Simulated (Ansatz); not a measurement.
# CH4O2Si: a ladder of functionals and wavefunction methods

Aim: compute CH4O2Si with functionals from several rungs and with coupled cluster. The yardstick is the atomisation energy at the CCSD(T) limit.

Computed with Ansatz 0.2.0, Gaussian basis. Level: functionals in def2-TZVPP, the program's frozen cores in correlated methods.

Plan: LDA (SPW92), PBE-D4, revPBE-D4, BLYP-D4, r2SCAN-D4, B97M-V, PBE0-D4, B3LYP-D4, r2SCANh-D4, r2SCAN0-D4, HSE06-D4, BHLYP-D4, CAM-B3LYP-D4, LC-ωPBE, ωB97X-V, ωB97M-V, B2PLYP, PBE-QIDH; CCSD(T)/def2-SVP; CCSD(T)/def2-TZVPP; MP2/def2-QZVPP; extrapolation to the limit; RPA on PBE.

### 1 The geometry

The geometry comes from an earlier relaxation with PBE0-D4 in a triple-zeta def2 set; it is a stationary point, not always the lowest conformer.

SMILES `CO[Si]O`, 8 atoms, charge 0, spin multiplicity 1.

Atoms are counted from 1 here; the program's logs count them from 0.

Bond lengths: C1–O2 1.411 Å, C1–H5 1.092 Å, C1–H6 1.097 Å, C1–H7 1.092 Å, O2–Si3 1.657 Å, Si3–O4 1.644 Å, O4–H8 0.963 Å. Angles: O2–C1–H5 109.5°, O2–C1–H6 112.0°, O2–C1–H7 109.5°, H5–C1–H6 108.6°, H5–C1–H7 108.7°, H6–C1–H7 108.6°, C1–O2–Si3 123.9°, O2–Si3–O4 99.6°, Si3–O4–H8 117.2°.

As a file:

```
C    -0.59574    1.12894   -0.24167
O     0.00294   -0.14857   -0.21611
Si    0.76500   -0.78709    1.10980
O     1.21818   -2.24095    0.49052
H    -0.12400    1.73630   -1.01744
H    -0.49602    1.64944    0.71840
H    -1.65830    1.02824   -0.47428
H     0.97995   -2.42341   -0.42502
```

### 2 LDA

This LDA is Slater exchange with PW92 correlation.

in.yaml reads:

```yaml
crystal:
  periodic: [false, false, false]
  atoms:
    - {symbol: C, position_ang: [-0.595745, 1.128939, -0.241673]}
    - {symbol: O, position_ang: [0.002943, -0.148571, -0.216110]}
    - {symbol: Si, position_ang: [0.765000, -0.787087, 1.109800]}
    - {symbol: O, position_ang: [1.218176, -2.240953, 0.490522]}
    - {symbol: H, position_ang: [-0.123998, 1.736301, -1.017437]}
    - {symbol: H, position_ang: [-0.496025, 1.649441, 0.718396]}
    - {symbol: H, position_ang: [-1.658303, 1.028237, -0.474276]}
    - {symbol: H, position_ang: [0.979951, -2.423406, -0.425021]}
basis:
  gaussian: {orbitals: def2-TZVPP}
hamiltonian: {xc: lda}
output: {orbitals: {seedname: orbitals}}
```

After this run come: PBE-D4 (GGA); revPBE-D4 (GGA); BLYP-D4 (GGA); r2SCAN-D4 (meta-GGA); B97M-V (meta-GGA); PBE0-D4 (hybrid); B3LYP-D4 (hybrid); r2SCANh-D4 (hybrid); r2SCAN0-D4 (hybrid); HSE06-D4 (hybrid); BHLYP-D4 (hybrid); CAM-B3LYP-D4 (range-separated); LC-ωPBE-D4 (range-separated); ωB97X-V (range-separated); ωB97M-V (range-separated); B2PLYP (double hybrid); PBE-QIDH (double hybrid); CCSD(T) in def2-SVP; CCSD(T) in def2-TZVPP; MP2 in def2-QZVPP; RPA on PBE orbitals.

Before running them: what should the planned runs give, taken together? Wanted: atomisation energy, CCSD(T)/CBS; farthest beyond LDA; mean size of error, GGA; mean size of error, meta-GGA; mean size of error, hybrid; mean size of error, range-separated; mean size of error, double hybrid; gap, smallest and largest; T1 diagnostic.

The runs gave:

| quantity | value |
| --- | --- |
| atomisation energy, CCSD(T)/CBS | 3118.5 kJ/mol |
| functionals within 15.6 kJ/mol (0.5 %) | BLYP-D4, r2SCAN-D4, B97M-V, CAM-B3LYP-D4, ωB97X-V, ωB97M-V |
| farthest beyond LDA | BHLYP-D4 (-135.2 kJ/mol) |
| mean size of error, GGA | 30.0 kJ/mol |
| mean size of error, meta-GGA | 12.3 kJ/mol |
| mean size of error, hybrid | 57.8 kJ/mol |
| mean size of error, range-separated | 14.3 kJ/mol |
| mean size of error, double hybrid | 48.3 kJ/mol |
| gap, smallest and largest | 3.95 eV (LDA (SPW92)), 10.78 eV (LC-ωPBE) |
| T1 diagnostic | 0.0142 |
| triples share of the correlation energy | 3.7 % |

The LDA atomisation energy is off by 471.6 kJ/mol (15 %): it overbinds. PBE-D4 is off by +47.9 kJ/mol. Double hybrids carry the basis error of their MP2 part in triple zeta, and no dispersion term here, so their miss is partly the set-up's. The rungs meta-GGA, range-separated miss on average by less than the doubt on the reference (15.6 kJ/mol), so they tie. Misses under about 15.6 kJ/mol are within the doubt on the reference itself, which lacks core-valence correlation, relativity and higher excitations. Hartree-Fock recovers 70 % of the binding; the rest is correlation. CCSD(T) in def2-SVP is off by -229.9 kJ/mol, more than most functionals: a good method in a small basis is no reference. Orbital gaps span 3.9 to 10.8 eV; exact exchange widens them.
